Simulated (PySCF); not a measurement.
# A diatomic session: TiO

The task here is to estimate one member of a computed series from the others.

Method: Ti def2-TZVPP, O def2-TZVPP, no relativity; program: PySCF 2.14.0.

The first run:

Settings of the job:

```
atoms                         : Ti, O
charge                        : 0
basis                         : Ti def2-TZVPP, O def2-TZVPP
Hamiltonian                   : no relativity
basis functions               : 95
electrons treated             : 30
masses in u                   : 47.9479, 15.9949
levels                        : PBE0, PBE, r²SCAN, PBEsol, MN15, r²SCANh, revPBE, ωB97X, HF, MP2, SCS-MP2
grid                          : 80 radial by 434 angular points
occupations                   : held fixed by the projection of orbital angular momentum
dissociation limit            : Ti + O, each in its ground configuration
starting distance in angstrom : 1.865
values of 2S to try           : 0, 2, 4, 6
```

Launch:

```sh
$ OMP_NUM_THREADS=1 python dia.py task.json out
```

Among the steps run: The job; The PBE0 curve of the state that the search chose; Higher solutions at PBE0; PBE (GGA); r²SCAN; PBEsol (GGA); MN15; r²SCANh; revPBE; ωB97X; ROHF (mean field).

One of the session's tables, all rows but one given; the rest of the session is left out.

Energy (eV) from each level's lowest point:

| R (Å) | ROHF | ROHF-MP2 | ROHF-SCS-MP2 | PBE | PBEsol |
| --- | --- | --- | --- | --- | --- |
| 1.376 | 1.823 | 1.987 | 2.010 | 1.965 | 1.841 |
| 1.440 | 0.834 | 0.930 | 0.949 | 0.942 | 0.856 |
| 1.504 | 0.263 | 0.315 | 0.327 | 0.337 | 0.287 |
| 1.552 | 0.055 | 0.081 | 0.087 | 0.096 | 0.072 |
| 1.600 | 0.000 | 0.000 | 0.000 | 0.000 | 0.000 |
| 1.648 | 0.070 | 0.039 | 0.034 | 0.018 | 0.041 |
| 1.712 | ? | ? | ? | ? | ? |
| 1.792 | 0.808 | 0.631 | 0.616 | 0.526 | 0.610 |
| 1.888 | 1.569 | 1.241 | 1.228 | 1.076 | 1.194 |
| 2.016 | 2.720 | 2.161 | 2.147 | 1.895 | 2.050 |

**Question.** Estimate the row for R (Å) = 1.712.

Worked estimate for «ROHF». A straight line through the neighbours (1.648, 0.070) and (1.792, 0.808) gives 0.070 + (0.808 − 0.070) × (1.712 − 1.648) / (1.792 − 1.648) = 0.398; a parabola fitted to 4 rows on both sides gives 0.335.

**Answer.** ROHF: 0.317; ROHF-MP2: 0.233; ROHF-SCS-MP2: 0.222; PBE: 0.177; PBEsol: 0.228. In «ROHF» the line misses by +0.081 and the parabola by +0.018.

Caveats from the session: Lowest PBE0 solution found, without spin–orbit coupling: ³Δ (triplet), unpaired electrons σ ↑, δ ↑.
